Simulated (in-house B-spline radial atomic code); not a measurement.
**Tc²⁺: ionisation energy by several methods**

Wanted: one ionisation energy, Tc²⁺ to configuration [Kr] 4d4, up the ladder of functionals.

Method: non-relativistic, several functionals, spin-polarised; spherical all-electron atom at the radial basis limit. Code: in-house B-spline radial atomic code version 1.

## Step 1: The atom as given

```
element       : technetium (Z = 43)
charge        : +2
electrons     : 41
configuration : [Kr] 4d5
nucleus       : point
```

The outer shells:

[Kr] 4d5
```
[Kr] core
4d [↑ ][↑ ][↑ ][↑ ][↑ ]
```

Where spins are not typed, each open shell is filled with up spins first.

## Step 2: BLYP, a GGA

Settings of the run:

```ini
Z = 43
electrons = 41.0
configuration = [Kr] 4d5
hamiltonian = nr
method = b88,lyp
spin_polarised = True
```

## Step 3: LDA (PW92)

Settings of the run:

```ini
Z = 43
electrons = 41.0
configuration = [Kr] 4d5
hamiltonian = nr
method = lda,pw
spin_polarised = True
```

## Step 4: PBE, a GGA

Settings of the run:

```ini
Z = 43
electrons = 41.0
configuration = [Kr] 4d5
hamiltonian = nr
method = pbe,pbe
spin_polarised = True
```

## Step 5: RPBE, a GGA

Settings of the run:

```ini
Z = 43
electrons = 41.0
configuration = [Kr] 4d5
hamiltonian = nr
method = rpbe,pbe
spin_polarised = True
```

## Step 6: revTPSS, a meta-GGA

Settings of the run:

```ini
Z = 43
electrons = 41.0
configuration = [Kr] 4d5
hamiltonian = nr
method = revtpss,revtpss
spin_polarised = True
```

## Step 7: OLYP, a GGA

Settings of the run:

```ini
Z = 43
electrons = 41.0
configuration = [Kr] 4d5
hamiltonian = nr
method = optx,lyp
spin_polarised = True
```

Q: The tabulated ionisation energy is 29.55 eV (semi-empirical; NIST Atomic Spectra Database). What does each method give, and which comes nearest?

**Answer**, as computed:

| method | rung | total energy (hartree) | ΔSCF (eV) | −ε highest (eV) | ΔSCF less tabulated (eV) |
| --- | --- | --- | --- | --- | --- |
| LDA (PW92) | LDA | -4201.4862 | 30.467 | 24.208 (4d up) | +0.917 |
| BLYP | GGA | -4206.1114 | 30.090 | 23.807 (4d up) | +0.540 |
| PBE | GGA | -4205.6113 | 30.399 | 24.126 (4d up) | +0.849 |
| RPBE | GGA | -4205.8900 | 30.354 | 24.076 (4d up) | +0.804 |
| OLYP | GGA | -4207.4028 | 30.402 | 24.068 (4d up) | +0.852 |
| revTPSS | meta-GGA | -4205.0915 | 30.292 | 24.019 (4d up) | +0.742 |

Against the tabulated ionisation energy, 29.55 eV (semi-empirical; NIST Atomic Spectra Database), the best here is BLYP (+0.540 eV) and the worst LDA (PW92) (+0.917 eV, or 3.1 %). Mean absolute error by rung (exchange-only levels left out): LDA 0.92 eV, GGA 0.76 eV, meta-GGA 0.74 eV. All methods miss on the same side by much the same amount, which points to something that they share. These runs lack relativity altogether, which can outweigh the gaps between the methods, so the nearest may be so by luck. PBE is off by +0.849 eV. These runs leave out relativity, which matters at this nuclear charge. Open shells are averaged (over orientations, and over spins where the run is restricted), while tables refer to the lowest levels. For the semilocal functionals minus the highest level recovers only 79 % of their own ΔSCF value, a mark of self-interaction.

Members of this set that are not shown: 12 used exact exchange with fractional occupations of an open shell, which is unsound here.
